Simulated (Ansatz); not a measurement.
Predict the output of the script below (Ansatz 0.2.0, Python API).

Script `run_drho.py`:
```python
"""Density of TiTe2 less that of its sublattices."""

import warnings

import ansatz
import numpy as np

vectors0 = np.array([
    [3.777, 0.0, 0.0],
    [-1.8885, 3.270978, 0.0],
    [0.0, 0.0, 6.498],
])
sites = [
    ("Ti", [0.0, 0.0, 0.0]),
    ("Te", [2 / 3, 1 / 3, 0.2628]),
    ("Te", [1 / 3, 2 / 3, 0.7372]),
]


def build(cell):
    crystal = ansatz.Crystal(lattice=ansatz.Lattice.of(cell))
    for symbol, position in sites:
        crystal = crystal.atom(symbol, position)
    return crystal

warnings.simplefilter("ignore", ansatz.DeckWarning)

# one cutoff and one grid for all runs, so that the fields can be subtracted
def solve(crystal):
    return (
        crystal.calculation()
        .functional("PBEsol")
        .occupations("Marzari-Vanderbilt", width=0.1)
        .scf(tolerance=1e-10)
        .basis(460, grid_basis="typed")
        .kpoints(9, 9, 5)
        .density()
        .run(threads=1)
    )


whole = solve(build(vectors0))
difference = whole.density().channels[0].density_e_per_ang3.copy()
binding = whole.report["free_energy_ev"]
for element in ["Ti", "Te"]:
    part = ansatz.Crystal(lattice=ansatz.Lattice.of(vectors0))
    for symbol, position in sites:
        if symbol == element:
            part = part.atom(symbol, position)
    alone = solve(part)
    difference -= alone.density().channels[0].density_e_per_ang3
    binding -= alone.report["free_energy_ev"]
    print(f"{element} sublattice: {alone.report['n_electrons']:g} electrons, {alone.report['n_iterations']} iterations")

voxel = abs(np.linalg.det(vectors0)) / difference.size
print(f"energy of the crystal less its unpolarised sublattices: {binding / len(sites):.4f} eV/atom")
print(f"net charge of the difference {difference.sum() * voxel:.5f} e, charge rearranged {0.5 * np.abs(difference).sum() * voxel:.3f} e")
print(f"extremes {difference.min():.4f} and {difference.max():.4f} e/A^3")
for (symbol, position) in sites:
    index = tuple(int(round(p * n)) % n for p, n in zip(position, difference.shape))
    print(f"  change of the pseudo-density at the grid point nearest {symbol}: {difference[index]:+.4f} e/A^3")
```

`python run_drho.py` gives:
```text
Ti sublattice: 12 electrons, 10 iterations
Te sublattice: 32 electrons, 10 iterations
energy of the crystal less its unpolarised sublattices: -2.7947 eV/atom
net charge of the difference 0.00000 e, charge rearranged 0.742 e
extremes -0.1844 and 0.0901 e/A^3
  change of the pseudo-density at the grid point nearest Ti: -0.1299 e/A^3
  change of the pseudo-density at the grid point nearest Te: +0.0023 e/A^3
  change of the pseudo-density at the grid point nearest Te: +0.0023 e/A^3
```

Reading the output:
- The fields are valence quantities on the plane-wave grid; their values near the nuclei depend on the potentials.
- The structure is a deposited one; some such entries were measured under pressure or heat, so a shift against it needn't be the functional's error alone.
- Charge moved counts every rearrangement, bonding and polarisation too, and is no transfer between atoms; the bare sublattices are artificial references. Values near the nuclei depend on the potentials.
- Timing: 7.9 s on 1 thread of Intel(R) Xeon(R) Platinum 8488C (Sapphire Rapids), with other jobs on the host, peak memory 0.49 GiB.
